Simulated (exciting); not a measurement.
# CoO (Fm-3m) in exciting: density of states with LDA-HL

Aim: the density of states of CoO with LDA-HL.

Everything below comes from runs of exciting (release sodium). Logs are shortened: lines on timing, memory, paths and dates and some standing lists are left out, and cuts for length are marked.

### 1 The cell of the first run

It takes space group Fm-3m (No. 225, cubic). The conventional cell has a = 4.592 Å, b = 4.592 Å, c = 4.592 Å, α = 90.00°, β = 90.00°, γ = 90.00°. Co (site symmetry m-3m) has 6 O at 2.30 Å as nearest neighbours. O (site symmetry m-3m) has 6 Co at 2.30 Å as nearest neighbours.

### 2 Density of states, LDA-HL, collinear spin, ferromagnetic start (volume scaled by 1.25)

File input.xml:

```xml
<input>
  <title>CoO</title>
  <structure speciespath="./" tshift="false" cartesian="true">
    <crystal scale="1.88972612463">
      <basevect>0.000000000000 2.296090559100 2.296090559100</basevect>
      <basevect>2.296090559100 0.000000000000 2.296090559100</basevect>
      <basevect>2.296090559100 2.296090559100 0.000000000000</basevect>
    </crystal>
    <species speciesfile="Co.xml" rmt="2">
      <atom coord="0.000000000000 0.000000000000 0.000000000000" bfcmt="0 0 -8"/>
    </species>
    <species speciesfile="O.xml" rmt="1.45">
      <atom coord="4.338982314038 4.338982314038 4.338982314038" bfcmt="0 0 0"/>
    </species>
  </structure>
  <groundstate do="fromscratch" ngridk="9 9 9" rgkmax="6.5" gmaxvr="14" lmaxapw="10" lmaxmat="10" lmaxvr="8" stype="Gaussian" swidth="0.00183747" nempty="24" ValenceRelativity="iora*" epsengy="1e-05" epspot="1e-05" maxscl="90" outputlevel="normal">
    <libxc exchange="XC_LDA_X" correlation="XC_LDA_C_HL"/>
    <spin reducebf="0.5"/>
  </groundstate>
  <properties>
    <dos nwdos="200" winddos="-0.4 0.4" inttype="tetra" ngrdos="100" nsmdos="0" lmirep="true"/>
    <chargedensityplot>
      <plot3d>
        <box grid="17 17 17">
          <origin coord="0 0 0"/>
          <point coord="1 0 0"/>
          <point coord="0 1 0"/>
          <point coord="0 0 1"/>
        </box>
      </plot3d>
    </chargedensityplot>
    <elfplot>
      <plot3d>
        <box grid="17 17 17">
          <origin coord="0 0 0"/>
          <point coord="1 0 0"/>
          <point coord="0 1 0"/>
          <point coord="0 0 1"/>
        </box>
      </plot3d>
    </elfplot>
    <exccplot>
      <plot3d>
        <box grid="17 17 17">
          <origin coord="0 0 0"/>
          <point coord="1 0 0"/>
          <point coord="0 1 0"/>
          <point coord="0 0 1"/>
        </box>
      </plot3d>
    </exccplot>
  </properties>
</input>
```

Potentials or basis: all-electron LAPW+lo, shipped species files, valence relativity iora*.

Command:

```console
OMP_NUM_THREADS=1 exciting_smp
```

INFO.OUT:

```text
================================================================================
EXCITING SODIUM started
[... 10 lines left out ...]

 Lattice vectors (cartesian) :
      0.0000000000      4.3389823140      4.3389823140
      4.3389823140      0.0000000000      4.3389823140
      4.3389823140      4.3389823140      0.0000000000

 Reciprocal lattice vectors (cartesian) :
     -0.7240390548      0.7240390548      0.7240390548
      0.7240390548     -0.7240390548      0.7240390548
      0.7240390548      0.7240390548     -0.7240390548

 Unit cell volume                           :     163.3780226140
 Brillouin zone volume                      :       1.5182593685

 Species :    1 (Co)
     parameters loaded from                 :    Co.xml
     name                                   :    cobalt
     nuclear charge                         :     -27.00000000
     electronic charge                      :      27.00000000
     atomic mass                            :  107428.65170000
     muffin-tin radius                      :       2.00000000
     # of radial points in muffin-tin       :     350

     atomic positions (cartesian) :
       1 :   0.00000000  0.00000000  0.00000000

     magnetic fields (cartesian) :
       1 :   0.00000000  0.00000000 -8.00000000

 Species :    2 (O)
     parameters loaded from                 :    O.xml
     name                                   :    oxygen
     nuclear charge                         :      -8.00000000
     electronic charge                      :       8.00000000
     atomic mass                            :   29165.12203000
     muffin-tin radius                      :       1.45000000
     # of radial points in muffin-tin       :     250

     atomic positions (cartesian) :
       1 :   4.33898231  4.33898231  4.33898231

     magnetic fields (cartesian) :
       1 :   0.00000000  0.00000000  0.00000000

 Total number of atoms per unit cell        :       2

 Spin treatment                             :    spin-polarised
 Global magnetic field (cartesian) :        0.00000000   0.00000000   0.00000000
 collinear magnetisation in z-direction

 Number of Bravais lattice symmetries       :      48
 Number of crystal symmetries               :      48

 k-point grid                               :       9    9    9
 Total number of k-points                   :      35
 k-point set is reduced with crystal symmetries

 R^MT_min * |G+k|_max (rgkmax)              :       6.50000000
 Species with R^MT_min                      :       2 (O)
 Maximum |G+k| for APW functions            :       4.48275862
 Maximum |G| for potential and density      :      14.00000000

 G-vector grid sizes                        :      30    30    30
 Total number of G-vectors                  :    7631

 Maximum angular momentum used for
     APW functions                          :      10
     computing H and O matrix elements      :      10
     potential and density                  :       8
     inner part of muffin-tin               :       2

 Total nuclear charge                       :     -35.00000000
 Total electronic charge                    :      35.00000000
 Total core charge                          :      14.00000000
 Total valence charge                       :      21.00000000

 Number of empty states                     :      24
 Total number of valence states             :      70

 Maximum Hamiltonian size                   :     281
 Maximum number of plane-waves              :     265
 Total number of local-orbitals             :      16

 Exchange-correlation type                  :     100
     libxc; exchange: Slater exchange; correlation: Hedin & Lundqvist (see libxc for references)

 Smearing scheme                            :    Gaussian
 Smearing width                             :       0.00183747

 Using multisecant Broyden potential mixing
[... 6 lines left out ...]
* Groundstate module started                                                   *
********************************************************************************
 Output level for this task is set to normal

++++++++++++++++++++++++++++++++++++++++++++++++++++++++++++++++++++++++++++++++
[... 5 lines left out ...]
+ SCF iteration number :    1                                                  +
++++++++++++++++++++++++++++++++++++++++++++++++++++++++++++++++++++++++++++++++
 Total energy                               :     -1465.63497847
 _______________________________________________________________
 Fermi energy                               :         0.16262747
 Kinetic energy                             :      1485.64725133
 Coulomb energy                             :     -2885.93511852
 Exchange energy                            :       -62.47979205
 Correlation energy                         :        -2.86731923
 No external B-field energy in total energy
[... 861 lines left out ...]
 Moments :
     interstitial                           :         0.11754990
     moment in muffin-tin spheres :
                  atom     1    Co          :         2.58015565
                  atom     2     O          :         0.30496696
     total moment in muffin-tins            :         2.88512261
     total moment                           :         3.00267251

 RMS change in effective potential (target) :  0.467468E-07  ( 0.100000E-04)
 Absolute change in total energy   (target) :  0.458165E-05  ( 0.100000E-04)
 Charge distance                   (target) :  0.149142E-07  ( 0.100000E-04)

++++++++++++++++++++++++++++++++++++++++++++++++++++++++++++++++++++++++++++++++
| Convergency criteria checked for the last 2 iterations                       +
| Convergence targets achieved. Performing final SCF iteration                 +
++++++++++++++++++++++++++++++++++++++++++++++++++++++++++++++++++++++++++++++++
 Total energy                               :     -1465.85874114
 _______________________________________________________________
 Fermi energy                               :         0.18231336
 Kinetic energy                             :      1484.76201767
 Coulomb energy                             :     -2885.41667308
 Exchange energy                            :       -62.34265275
 Correlation energy                         :        -2.86143298
 No external B-field energy in total energy

 DOS at Fermi energy (states/Ha/cell)       :       129.00676437
[... 12 lines left out ...]
 Moments :
     interstitial                           :         0.11754988
     moment in muffin-tin spheres :
                  atom     1    Co          :         2.58015539
                  atom     2     O          :         0.30496696
     total moment in muffin-tins            :         2.88512234
     total moment                           :         3.00267222

++++++++++++++++++++++++++++++++++++++++++++++++++++++++++++++++++++++++++++++++
[... 7 lines left out ...]

--------------------------------------------------------------------------------
- CAUTION! Warnings have been written in file WARNING.OUT !                    -
--------------------------------------------------------------------------------
================================================================================
| EXCITING SODIUM stopped                                                      =
================================================================================
```

WARNINGS.OUT:

```text
Inversion symmetry is present. Consider using input%groundstate%solver%type = "inversionsymmetry"
```

It took 4.1 min on 1 thread of Arm Neoverse V1, shared host; peak memory 0.15 GiB.

What came out:

- Free energy: -39888.0543 eV
- Band gap on the k mesh: none (metal or under the smearing width)
- Net moment: 3.00 μB per cell
- Site moments: Co +2.58; O +0.30 μB
- All electrons inside the program's atomic spheres: Co 24.90; O 6.52 (radii Co 2.0, O 1.45 bohr)

States per cell in windows of 1 eV (zero at the Fermi level; states under -8 eV left out):
| from (eV) | up | down | Co1 d | Co1 d down | O2 p | O2 p down | Co1 s | Co1 s down |
| --- | --- | --- | --- | --- | --- | --- | --- | --- |
| -8.0 | 0.00 | 0.00 | 0.00 | 0.00 | 0.00 | 0.00 | 0.00 | 0.00 |
| -7.0 | 0.29 | 0.00 | 0.04 | 0.00 | 0.09 | 0.00 | 0.02 | 0.00 |
| -6.0 | 1.08 | 0.48 | 0.24 | 0.03 | 0.37 | 0.17 | 0.02 | 0.03 |
| -5.0 | 1.41 | 0.63 | 0.57 | 0.04 | 0.43 | 0.25 | 0.00 | 0.02 |
| -4.0 | 1.15 | 1.90 | 0.91 | 0.33 | 0.08 | 0.87 | 0.00 | 0.01 |
| -3.0 | 2.96 | 0.25 | 2.33 | 0.03 | 0.29 | 0.13 | 0.02 | 0.00 |
| -2.0 | 0.95 | 0.10 | 0.47 | 0.08 | 0.32 | 0.00 | 0.00 | 0.00 |
| -1.0 | 0.27 | 1.79 | 0.12 | 1.53 | 0.11 | 0.06 | 0.00 | 0.00 |
| 0.0 | 0.02 | 1.66 | 0.00 | 1.38 | 0.00 | 0.09 | 0.00 | 0.01 |
| 1.0 | 0.04 | 0.88 | 0.00 | 0.62 | 0.01 | 0.16 | 0.01 | 0.01 |
| 2.0 | 0.07 | 0.04 | 0.00 | 0.00 | 0.02 | 0.01 | 0.01 | 0.01 |
| 3.0 | 0.17 | 0.10 | 0.00 | 0.01 | 0.04 | 0.03 | 0.02 | 0.01 |
| 4.0 | 0.34 | 0.19 | 0.00 | 0.01 | 0.06 | 0.04 | 0.07 | 0.02 |
| 5.0 | 0.33 | 0.34 | 0.00 | 0.01 | 0.07 | 0.06 | 0.08 | 0.06 |
| 6.0 | 0.17 | 0.28 | 0.00 | 0.01 | 0.04 | 0.06 | 0.03 | 0.06 |
| 7.0 | 0.37 | 0.24 | 0.01 | 0.01 | 0.07 | 0.06 | 0.04 | 0.04 |

Caveat: the log's total energy holds no entropy term; the free energy is that total less TS from the occupations; a cell with one magnetic atom can't hold antiferromagnetic order, which such compounds often take; semilocal functionals often make such compounds metallic where correlation or magnetic order opens a gap, which also shifts bond lengths.
